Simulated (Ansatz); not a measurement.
AgB2, space group P6/mmm: an equation of state with a fit, run with Ansatz 0.2.0, Python API.

`eos.py`
```python
# -*- coding: utf-8 -*-
import warnings

import ansatz as az
import numpy as np
from scipy.optimize import curve_fit

vectors0 = np.array([
    [3.026804, 0.0, 0.0],
    [-1.513402, 2.621289, 0.0],
    [0.0, 0.0, 4.063922],
])
sites = [
    ("Ag", (0.0, 0.0, 0.0)),
    ("B", (1 / 3, 2 / 3, 0.5)),
    ("B", (2 / 3, 1 / 3, 0.5)),
]


def make_crystal(cell):
    crystal = az.Crystal(lattice=az.Lattice.of(cell))
    for symbol, position in sites:
        crystal = crystal.atom(symbol, position)
    return crystal

def vinet(v, e0, v0, b0, b1):
    eta = (v / v0) ** (1 / 3)
    return e0 + 2 * b0 * v0 / (b1 - 1) ** 2 * (2 - (5 + 3 * b1 * (eta - 1) - 3 * eta) * np.exp(-1.5 * (b1 - 1) * (eta - 1)))


def main():
    warnings.simplefilter("ignore", az.DeckWarning)

    volumes, energies = [], []
    for scale in np.linspace(0.9, 1.1, 9):
        cell = vectors0 * scale ** (1 / 3)
        base = (
            make_crystal(cell).calculation()
            .functional("pbe")
            .basis(420)
            .occupations("Marzari-Vanderbilt", width=0.1)
            .kpoints(11, 11, 7)
        )
        data = base.run(threads=1, backend="cpu").report
        volumes.append(abs(np.linalg.det(cell)) / len(sites))
        energies.append(data["free_energy_ev"] / len(sites))
        print(f"V = {volumes[-1]:8.4f} A^3/atom  F = {energies[-1]:.5f} eV/atom")

    guess = (min(energies), volumes[int(np.argmin(energies))], 0.5, 4.5)
    (e0, v0, b0, b1), _ = curve_fit(vinet, np.array(volumes), np.array(energies), p0=guess, maxfev=20000)
    print(f"Vinet fit: V0 = {v0:.4f} A^3/atom, B0 = {160.21766 * b0:.1f} GPa, B1 = {b1:.2f}")
    print("largest residual", round(1000 * float(np.abs(vinet(np.array(volumes), e0, v0, b0, b1) - energies).max()), 3), "meV/atom")


if __name__ == "__main__":
    main()
```

Estimate the equilibrium volume and the bulk modulus.

A third-order Birch-Murnaghan fit through the 9 points has its minimum at 10.71 Å³ an atom, 0.4 % below the typed cell, with a bulk modulus of 153 GPa and dB/dP = 4.3. From that minimum the energy rises by 57.2 meV an atom on the compressed side and 46.7 meV on the expanded side.

The run itself:

Output of `python eos.py`:
```text
V =   9.6731 A^3/atom  F = -2633.54620 eV/atom
V =   9.9418 A^3/atom  F = -2633.57353 eV/atom
V =  10.2105 A^3/atom  F = -2633.59139 eV/atom
V =  10.4792 A^3/atom  F = -2633.60102 eV/atom
V =  10.7479 A^3/atom  F = -2633.60339 eV/atom
V =  11.0166 A^3/atom  F = -2633.59941 eV/atom
V =  11.2853 A^3/atom  F = -2633.58988 eV/atom
V =  11.5540 A^3/atom  F = -2633.57546 eV/atom
V =  11.8227 A^3/atom  F = -2633.55680 eV/atom
Vinet fit: V0 = 10.7083 A^3/atom, B0 = 153.6 GPa, B1 = 4.26
largest residual 0.011 meV/atom
```

Notes:
- Total energies depend on the potentials; only differences at equal settings carry meaning.
- Shape and fractional positions are held along the curve, so the bulk modulus is an upper value where they are free to relax.
- For a metal this k-point mesh is coarse: on a finer one energies can move by several to tens of meV an atom and pressures by half a GPa or more, differences at one mesh by less.
- This cell is a computed structure, which may not be the phase found in nature.
- Run time: 11 s on 1 thread of Intel(R) Xeon(R) Processor @ 2.30GHz (shared host), peak memory 0.55 GiB.
